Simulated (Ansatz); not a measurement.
A nudged elastic band was laid between two geometries of a periodic cell of 31 atoms, Al$_{30}$Si (host Al, host structure fcc, dopant Si, one Al atom removed).

Level of theory: Ansatz, DFT PBE, scalar-relativistic, plane waves, PAW. Settings: PAW set soft_1, cutoff 420 eV, k mesh 2x2x2, fermi-dirac smearing 0.15 eV, no spin polarisation.

| Quantity | Value |
| --- | --- |
| movable images | 7 |
| climbing image | yes |
| spring | 5.0 eV/Å² |
| optimiser | lbfgs |
| start path | IDPP |
| force threshold | 0.03 eV/Å |
| iteration limit | 40 |
| end points | relaxed |

Image 0:

```xyz
31
Lattice="8.1000 0.0000 0.0000 0.0000 8.1000 0.0000 0.0000 0.0000 8.1000" Properties=species:S:1:pos:R:3
Al 4.025 0.001 0.018
Al 6.083 2.028 0.025
Al 6.080 -0.001 2.021
Al 0.014 0.001 0.029
Al 2.005 2.026 0.027
Al 4.037 4.052 0.031
Al 6.083 6.071 0.026
Si 1.975 0.001 1.995
Al 4.017 1.976 2.037
Al 6.078 4.048 2.021
Al 6.071 2.015 4.046
Al 6.071 -0.003 6.088
Al 0.009 4.051 0.029
Al 2.003 6.077 0.030
Al 0.013 2.023 2.023
Al 2.010 4.050 2.023
Al 4.018 6.121 2.037
Al 0.005 -0.001 4.046
Al 2.027 1.978 4.036
Al 4.028 4.048 4.042
Al 6.072 6.080 4.045
Al 2.003 0.000 6.098
Al 4.031 2.019 6.087
Al 6.082 4.051 6.091
Al 0.013 6.075 2.024
Al 0.022 4.048 4.050
Al 2.027 6.122 4.034
Al 0.009 2.030 6.098
Al 2.005 4.051 6.098
Al 4.030 6.081 6.086
Al 0.011 6.070 6.098
```

Image 8:

Only the atoms that move by more than 0.05 Å are listed.
```
Al6 4.068 4.050 -0.016
Si8 4.082 0.000 4.082
Al22 2.044 0.000 6.056
Al23 4.069 2.023 6.052
Al29 2.036 4.050 6.058
Al30 4.069 6.077 6.052
```

Task: What changes between the two ends?

Result: The atom that moves furthest is Si8, by 2.97 Å; four of its nearest neighbours are Al4 2.78, Al15 2.82, Al25 2.82, Al14 2.82 Å at the first end and Al12 2.78, Al11 2.82, Al23 2.82, Al21 2.82 Å at the last.

Task: What energy profile does the band end with?

Result: The run converged. The highest image is number 4 of 0 to 8, 0.60 eV above the ends, which have the same energy within 2 meV. By the program's own check the climbing image is a first-order saddle point (lowest curvatures found: -0.99 and 0.35 eV/Å²). Limits of this set-up: coarse k mesh, no spin, though dangling bonds at a vacancy may carry it, a small cell, in which the defect meets its images.

```
image  path coordinate (Å)  energy (eV)
    0                 0.00         0.00
    1                 0.40         0.11
    2                 0.79         0.33
    3                 1.19         0.53
    4                 1.58         0.60
    5                 1.97         0.53
    6                 2.36         0.34
    7                 2.75         0.12
    8                 3.14         0.00
```

Task: What is the geometry of the highest image?

Result: 
```xyz
31
Lattice="8.1000 0.0000 0.0000 0.0000 8.1000 0.0000 0.0000 0.0000 8.1000" Properties=species:S:1:pos:R:3
Al 3.958 0.000 0.107
Al 6.063 2.018 0.013
Al 5.970 0.000 2.119
Al 0.000 0.000 0.030
Al 1.993 2.051 0.021
Al 4.054 4.050 -0.068
Al 6.063 6.081 0.013
Si 3.208 0.000 2.869
Al 4.092 2.206 1.984
Al 6.145 4.050 2.022
Al 6.056 2.051 4.083
Al 6.046 0.000 6.077
Al -0.024 4.050 0.001
Al 1.993 6.049 0.021
Al -0.005 2.005 2.022
Al 2.001 4.050 2.040
Al 4.092 5.893 1.984
Al -0.007 0.000 4.025
Al 2.024 2.036 4.053
Al 4.037 4.050 4.076
Al 6.056 6.049 4.083
Al 2.052 0.000 6.083
Al 4.055 2.005 6.081
Al 6.075 4.050 6.101
Al -0.005 6.095 2.022
Al -0.011 4.050 4.072
Al 2.024 6.064 4.053
Al 0.001 2.054 6.076
Al 2.004 4.050 6.088
Al 4.055 6.095 6.081
Al 0.001 6.046 6.076
```

The run took 18 min on 2 threads of Arm Neoverse V1 (shared host), peak memory 2.3 GiB.
